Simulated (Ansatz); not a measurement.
**AlClFHS: taking an electron away**

How much energy removes an electron from AlClFHS at fixed geometry? The cation is run at each level and the neutral's energy taken from earlier runs.

Computed with Ansatz 0.2.0, Gaussian basis. Level: unrestricted cation, the program's frozen cores in correlated methods.

Plan: UKS PBE-D4/def2-TZVPP; UKS r2SCAN-D4/def2-TZVPP; UKS PBE0-D4/def2-TZVPP; UKS B3LYP-D4/def2-TZVPP; UKS wB97X-V/def2-TZVPP; UKS wB97M-V/def2-TZVPP; UKS B2PLYP/def2-TZVPP; UHF-CCSD(T)/def2-TZVPP; UHF-MP2/def2-QZVPP; extrapolation to the limit; then −ε(HOMO) from the neutral's earlier runs with LDA (SPW92), PBE-D4, revPBE-D4, BLYP-D4, r2SCAN-D4, B97M-V, PBE0-D4, B3LYP-D4, r2SCANh-D4, r2SCAN0-D4, HSE06-D4, BHLYP-D4, CAM-B3LYP-D4, LC-ωPBE, ωB97X-V, ωB97M-V.

### Step 1. Structure used throughout

The geometry comes from an earlier relaxation with PBE0-D4 in a triple-zeta def2 set; it is a stationary point.

5 atoms, charge 0, spin multiplicity 1.

Atoms are counted from 1 here; the program's logs count them from 0.

Bond lengths: F1–Al2 1.637 Å, Al2–S3 2.155 Å, Al2–Cl4 2.076 Å, S3–H5 1.345 Å. Angles: F1–Al2–S3 118.4°, F1–Al2–Cl4 119.2°, S3–Al2–Cl4 122.4°, Al2–S3–H5 91.8°.

### Step 2. Cation, UKS PBE-D4/def2-TZVPP

in.yaml reads:

```yaml
crystal:
  periodic: [false, false, false]
  atoms:
    - {symbol: F, position_ang: [-1.074772, -1.532306, 1.119976]}
    - {symbol: Al, position_ang: [-0.434546, -0.368733, 0.162645]}
    - {symbol: S, position_ang: [1.608236, 0.228143, 0.503509]}
    - {symbol: Cl, position_ang: [-1.607462, 0.476178, -1.327980]}
    - {symbol: H, position_ang: [1.558343, 1.123119, -0.499550]}
basis:
  gaussian: {orbitals: def2-TZVPP}
total_charge: 1
magnetization: {spin_polarized: true, initial_magnetization: 1}
hamiltonian: {xc: pbe, dispersion: d4}
```

Further steps of the session: Cation, UKS r2SCAN-D4/def2-TZVPP; Cation, UKS PBE0-D4/def2-TZVPP; Cation, UKS B3LYP-D4/def2-TZVPP; Cation, UKS wB97X-V/def2-TZVPP; Cation, UKS wB97M-V/def2-TZVPP; Cation, UKS B2PLYP (frozen core)/def2-TZVPP; Cation, UHF-CCSD(T)/def2-TZVPP; Cation, UHF-MP2/def2-QZVPP.

**Question.** What will the summary of the whole plan be? Wanted: ionisation energy, CCSD(T)/CBS; nearest functional by difference; nearest −ε(HOMO); −ε(HOMO) of PBE; T1 of the cation.

**Answer**, as computed:

```
                        quantity               value
  ionisation energy, CCSD(T)/CBS            10.86 eV
nearest functional by difference  ωB97X-V (-0.10 eV)
                nearest −ε(HOMO)  ωB97X-V (-0.19 eV)
                 −ε(HOMO) of PBE             7.07 eV
                T1 of the cation               0.014
```

In words: By cation minus neutral, the functionals miss by 0.42 eV at most. −ε(HOMO) of PBE misses by 3.8 eV, since self-interaction lifts the level. Among orbital estimates ωB97X-V comes nearest. Hartree-Fock falls 1.22 eV short, as the neutral has more correlation energy than the cation.
